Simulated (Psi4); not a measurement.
**UMP2/cc-pVDZ run of C2F3Si (SMILES [C]#C[Si](F)(F)F)**

Aim: the vertical doublet–quartet gap of C2F3Si at UMP2/cc-pVDZ, from 2 runs. 

Program for the calculation: Psi4 1.11.

### Step 1. The system as given

C2F3Si has 6 atoms, charge 0, and is taken as a doublet. As SMILES, `[C]#C[Si](F)(F)F`. The coordinates come from a PBE0-D4/def2-TZVP relaxation.

Bond lengths: C1–C2 1.209 Å, C2–Si3 1.796 Å, Si3–F4 1.568 Å, Si3–F5 1.568 Å, Si3–F6 1.568 Å. Angles: C1–C2–Si3 180.0°, C2–Si3–F4 110.5°, C2–Si3–F5 110.4°, C2–Si3–F6 110.5°, F4–Si3–F5 108.5°, F4–Si3–F6 108.5°, F5–Si3–F6 108.5°.

### Step 2. A single-point energy at UMP2/cc-pVDZ

Input file run.py:

```python
import psi4

psi4.set_memory(2200000000)
psi4.set_num_threads(1)
psi4.core.set_output_file('psi4.out', False)

geom = psi4.geometry("""
0 2
C     -0.330200    -2.361200     0.703200
C     -0.165800    -1.214800     0.356500
Si     0.078600     0.488400    -0.158600
F     -1.011900     0.906200    -1.204900
F      1.491100     0.664500    -0.816000
F     -0.019800     1.452900     1.073600
symmetry c1
""")

psi4.set_options({
    'reference': 'uhf',
    'puream': True,
    'e_convergence': 1e-09,
    'd_convergence': 1e-08,
    'scf_type': 'pk',
    'num_frozen_docc': 10,
    'mp2_type': 'conv',
    'maxiter': 100,
})

E, wfn = psi4.energy("mp2/cc-pVDZ", return_wfn=True)
print(f'mp2/cc-pVDZ energy: {E:.10f} Eh')
```

Command:

```bash
python run.py
```

psi4.out (excerpt; [...] marks lines left out):

```text
[...]
  Running in c1 symmetry.
[...]
  Nuclear repulsion =  286.699050461002571
[...]
  Multiplicity = 2
[...]
  Nalpha       = 27
  Nbeta        = 26
[...]
    Number of basis functions: 88
[...]
   @UHF iter   1:  -662.91049858132976   -1.29277e+00   5.90331e-03 DIIS/ADIIS
[...]
   @UHF iter  17:  -663.04080954315634   -2.72848e-12   7.59440e-09 DIIS
[...]
   @S^2 Observed:                1.182853618E+00
[...]
    Orbital Energies [Eh]
    ---------------------
    Alpha Occupied:
       1A    -68.957427     2A    -26.331646     3A    -26.331632
       4A    -26.331618     5A    -11.345484     6A    -11.260739
       7A     -6.292823     8A     -4.401440     9A     -4.401438
      10A     -4.400058    11A     -1.659132    12A     -1.627997
      13A     -1.627970    14A     -1.096999    15A     -0.857650
      16A     -0.764070    17A     -0.759307    18A     -0.759295
      19A     -0.705005    20A     -0.705000    21A     -0.681115
      22A     -0.677947    23A     -0.677931    24A     -0.661690
      25A     -0.605712    26A     -0.487145    27A     -0.487145
    Alpha Virtual:
[...]
  @UHF Final Energy:  -663.04080954315634
   => Energetics <=
    Nuclear Repulsion Energy =            286.6990504610025710
    One-Electron Energy =               -1490.4520232226229837
    Two-Electron Energy =                 540.7121632184640703
    Total Energy =                       -663.0408095431563424
  UHF NO Occupations:
  HONO-2 :   25  A 1.8868913
  HONO-1 :   26  A 1.8868905
[...]
 Multipole Moments:
 ------------------------------------------------------------------------------------
     Multipole            Electronic (a.u.)      Nuclear  (a.u.)        Total (a.u.)
 ------------------------------------------------------------------------------------
 L = 1.  Multiply by 2.5417464519 to convert [e a0] to [Debye]
 Dipole X            :          0.2008875           -0.3034592           -0.1025716
 Dipole Y            :          1.3996822           -2.1150673           -0.7153851
 Dipole Z            :         -0.4231744            0.6397464            0.2165720
 Magnitude           :                                                    0.7544536
[...]
	SCS-MP2 Total Energy (a.u.)        :  -663.83137999488019
	SOS-MP2 Total Energy (a.u.)        :  -663.81342820341411
	SCSN-MP2 Total Energy (a.u.)       :  -663.44939704257138
[...]
	SOS-PI-MP2 Total Energy (a.u.)     :  -663.87286040804941
[...]
	MP2 Total Energy (a.u.)            :  -663.86728357781249
[...]
```

The script printed:

```text
mp2/cc-pVDZ energy: -663.8672835778 Eh
```

Wall time 13 s (1 thread of Intel Xeon Platinum 8488C (Sapphire Rapids), shared host); peak memory 0.45 GiB.

### Step 3. The quartet, same level

Input file c2f3si.xyz:

```xyz
6
C2F3Si
C     -0.330200    -2.361200     0.703200
C     -0.165800    -1.214800     0.356500
Si     0.078600     0.488400    -0.158600
F     -1.011900     0.906200    -1.204900
F      1.491100     0.664500    -0.816000
F     -0.019800     1.452900     1.073600
```

Input file calc.py:

```python
import psi4

psi4.set_memory(2200000000)
psi4.set_num_threads(1)
psi4.core.set_output_file('output.dat', False)

with open('c2f3si.xyz') as f:
    atoms = ''.join(f.readlines()[2:])
mol = psi4.geometry('0 4\n' + atoms + 'symmetry c1\nno_reorient\nno_com')

psi4.set_options({
    'basis': 'cc-pVDZ',
    'reference': 'uhf',
    'puream': True,
    'e_convergence': 1e-09,
    'd_convergence': 1e-08,
    'scf_type': 'pk',
    'num_frozen_docc': 10,
    'mp2_type': 'conv',
    'maxiter': 100,
})

e_tot, wfn = psi4.energy("mp2", return_wfn=True)
print(f'mp2 energy: {e_tot:.10f} Eh')
```

Command:

```bash
python calc.py
```

output.dat (excerpt; [...] marks lines left out):

```text
[...]
  Running in c1 symmetry.
[...]
  Nuclear repulsion =  286.699050461002571
[...]
  Multiplicity = 4
[...]
  Nalpha       = 28
  Nbeta        = 25
[...]
    Number of basis functions: 88
[...]
   @UHF iter   1:  -662.75099464289804   -1.13327e+00   5.54907e-03 DIIS/ADIIS
[...]
   @UHF iter  82:  -662.86314499735442    2.95586e-12   2.19702e-09 DIIS
[...]
   @S^2 Observed:                3.763544766E+00
[...]
  @UHF Final Energy:  -662.86314499735442
   => Energetics <=
    Nuclear Repulsion Energy =            286.6990504610025710
    One-Electron Energy =               -1490.4536996353563154
    Two-Electron Energy =                 540.8915041769993195
    Total Energy =                       -662.8631449973544250
  UHF NO Occupations:
  HONO-2 :   26  A 1.0000000
  HONO-1 :   27  A 1.0000000
[...]
 Multipole Moments:
 ------------------------------------------------------------------------------------
     Multipole            Electronic (a.u.)      Nuclear  (a.u.)        Total (a.u.)
 ------------------------------------------------------------------------------------
 L = 1.  Multiply by 2.5417464519 to convert [e a0] to [Debye]
 Dipole X            :         -4.4149356            4.2688913           -0.1460443
 Dipole Y            :        -24.7742616           23.7992108           -0.9750508
 Dipole Z            :          8.5815963           -8.2919293            0.2896670
 Magnitude           :                                                    1.0275991
[...]
	SCS-MP2 Total Energy (a.u.)        :  -663.62631701221187
	SOS-MP2 Total Energy (a.u.)        :  -663.60964377509561
	SCSN-MP2 Total Energy (a.u.)       :  -663.25437303905653
[...]
	SOS-PI-MP2 Total Energy (a.u.)     :  -663.66706675799878
[...]
	MP2 Total Energy (a.u.)            :  -663.65966348644417
[...]
```

The script printed:

```text
mp2 energy: -663.6596634864 Eh
```

It took 15 s on 1 thread of Intel Xeon Platinum 8488C (Sapphire Rapids), shared host; peak memory 0.45 GiB.

### Step 4. What came out

At UMP2/cc-pVDZ, 10 core orbitals frozen:

| quantity | value |
| --- | --- |
| doublet: total energy | -663.86728 Eh |
| doublet: HOMO energy (Hartree–Fock orbitals) (highest over α and β) | -12.58 eV |
| doublet: LUMO energy (Hartree–Fock orbitals) (lowest over α and β) | 0.38 eV |
| doublet: correlation energy (10 core orbitals frozen) | -826.5 mEh |
| doublet: ⟨S²⟩ of the reference determinant | 1.183 |
| quartet: total energy | -663.65966 Eh |
| quartet: HOMO energy (Hartree–Fock orbitals) (highest over α and β) | -7.11 eV |
| quartet: LUMO energy (Hartree–Fock orbitals) (lowest over α and β) | -1.27 eV |
| quartet: correlation energy (10 core orbitals frozen) | -796.5 mEh |
| quartet: ⟨S²⟩ of the reference determinant | 3.764 |
| vertical energy of the quartet above the doublet | 5.650 eV |

What this shows: At this shape the quartet lies 5.65 eV (130 kcal/mol) above the doublet. ⟨S²⟩ (doublet) is 1.18 where a pure doublet has 0.75: the reference is spin-contaminated.
